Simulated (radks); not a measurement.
# Mn⁺ in [Ne] 3s2 3p5 3d5 4s2: an all-electron calculation

One table from this session's results is given with a row withheld; the runs are named, their logs left out.

Program: radks (a radial shooting solver on a logarithmic mesh, Libxc functionals) version 1. Level of theory: scalar-relativistic Kohn-Sham, r2SCAN, spin-unpolarised, spherical densities, finite nucleus. These are calculated values, not measurements, unless marked.

### The system

```
element            : manganese (Z = 25)
charge             : +1
electrons          : 24
configuration      : [Ne] 3s2 3p5 3d5 4s2
nuclear rms radius : 3.7057 fm
```

Outer shells as boxes (Hund's rule):

Mn⁺
```
[Ne] core
3s [↑↓]
3p [↑↓][↑↓][↑ ]
3d [↑ ][↑ ][↑ ][↑ ][↑ ]
4s [↑↓]
```

Set-up of the first run:

Settings of this run:

```text
Z 25
configuration [Ne] 3s2 3p5 3d5 4s2
relativity scalar-relativistic
functional r2scan,r2scan
spin unpolarised
nucleus finite rms 3.7057 fm
c 137.035999084
```

Command:

```bash
> python run_ks.py task.json out
```

The same process makes all the runs of this session.

One of the session's tables, all rows but one given; the rest of the session is left out.

It belongs to the step «Radial structure». From the orbitals of this run (lengths in bohr):

```
level      <r>  outermost maximum (interpolated)  90 % within  nodes
   1s  0.06091                            0.0399        0.109      0
   2s   0.2787                             0.232        0.432      1
   2p        ?                                 ?            ?      ?
   3s   0.8429                             0.732         1.26      2
   3p   0.8894                             0.747         1.36      1
   3d    1.079                             0.743         1.83      0
   4s    2.645                              2.28         3.91      3
```

Q: Estimate the row for 2p from the others.

The run gave: <r>: 0.2468; outermost maximum (interpolated): 0.188; 90 % within: 0.404; nodes: 0. In the column «<r>» it lies between 1s (0.06091) and 2s (0.2787).
